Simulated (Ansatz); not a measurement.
# HF: the cost of one run

All numbers below are computed with Ansatz 0.2.0 (DFT PBE, plane waves, PAW, scalar-relativistic, no spin polarisation).

## (1) The structure to begin with

The cell holds 20 atoms (F10H10): a = 7.617 Å, b = 7.617 Å, c = 7.617 Å, α = 90.00°, β = 90.00°, γ = 90.00°.

Its coordinates follow in the input file.

## (2) Preparing the start

The input, input.yaml:

```yaml
accuracy: low
crystal:
  lattice:
    - [7.617412, 0.0, 0.0]
    - [0.0, 7.617412, 0.0]
    - [0.0, 0.0, 7.617412]
  atoms:
    - { symbol: F, position: [0.1657943, 0.1427135, 0.5948956] }
    - { symbol: H, position: [0.114917, 0.0324395, 0.6116821] }
    - { symbol: F, position: [0.3168768, 0.3312334, 0.3316698] }
    - { symbol: H, position: [0.3743552, 0.2964587, 0.2291145] }
    - { symbol: F, position: [0.4805691, 0.6176022, 0.3421147] }
    - { symbol: H, position: [0.4437072, 0.6814995, 0.2441914] }
    - { symbol: F, position: [0.6666367, 0.4198319, 0.7012422] }
    - { symbol: H, position: [0.6792499, 0.4189964, 0.5792961] }
    - { symbol: F, position: [0.6732853, 0.6018196, 0.0740754] }
    - { symbol: H, position: [0.6645782, 0.6829565, -0.0174213] }
    - { symbol: F, position: [0.0565375, 0.7214378, 0.4196987] }
    - { symbol: H, position: [0.1158032, 0.6993129, 0.314681] }
    - { symbol: F, position: [0.8059613, 0.0538072, 0.0500815] }
    - { symbol: H, position: [0.703007, -0.0125133, 0.0557948] }
    - { symbol: F, position: [0.6139766, 1.0234906, 0.3689599] }
    - { symbol: H, position: [0.7061952, 0.9533997, 0.3287901] }
    - { symbol: F, position: [0.8099848, 0.0484996, 0.765905] }
    - { symbol: H, position: [0.7712341, -0.0054079, 0.662837] }
    - { symbol: F, position: [0.237513, 0.5840013, 0.9570564] }
    - { symbol: H, position: [0.1797291, 0.5659575, 0.8504446] }
basis:
  ecutwfc: 420.0
kpoints:
  mp_grid: { grid: [1, 1, 1] }
hamiltonian:
  xc: pbe
scf:
  occupations: { method: fermi_dirac, width: 0.02 }
  lower_state_search: "off"
relax:
  f_tol: 0.3
  max_steps: 15
  adjacent_minimum: "off"
```

The run is started by

```
ansatz run input.yaml --threads 1 --pin off --max-ram 3072MiB --backend cpu --events-out ev --progress --plain --runs-dir out
```

Q: Estimate wall time and peak memory on 1 thread of Arm Neoverse V1, shared host.

About 32 s, with a peak of 0.41 GiB.
